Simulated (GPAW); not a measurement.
# Zn3H in GPAW: the effect of functional

Crystal: Zn3H.

```
Zn H
1.0
     0.00000    2.99658    2.99658
     2.99658    0.00000    2.99658
     2.99658    2.99658    0.00000
Zn H
3 1
Direct
  0.50000 0.50000 0.50000
  0.25000 0.25000 0.25000
  0.75000 0.75000 0.75000
  0.00000 0.00000 0.00000
```

The cell was built by a generator and needn't be a form met in nature.

Alike in all runs:

- Program: GPAW 26.7.0
- Task: band structure
- Cutoff: 600 eV
- Basis: pw
- k mesh: 6 × 6 × 6
- Occupations: fermi-dirac, width 0.05 eV
- Spin: no spin polarisation

| functional | potentials or basis | pressure (GPa) |
| --- | --- | --- |
| LDA | the program's PAW data sets (release 1.2.1) made for this functional | -7.7 |
| PBE | GPAW PAW data sets (gpaw-data 1.2.1) | -0.3 |
| PBEsol | PAW data sets generated in the run's folder for this functional | -4.7 |
| RPBE | the program's PAW data sets (release 1.2.1) made for this functional | ? |
| revPBE | the program's PAW data sets (release 1.2.1) made for this functional | 1.8 |
| BLYP | PAW data sets generated in the run's folder for this functional | 4.9 |
| r2SCAN | GPAW PAW data sets (gpaw-data 1.2.1) | -3.2 |

Problem. What does the run with functional RPBE give?

Solution. Pressure 2.6 GPa.

Caveats: the PAW data sets were made with another functional, which shifts forces and pressure a little (some runs).
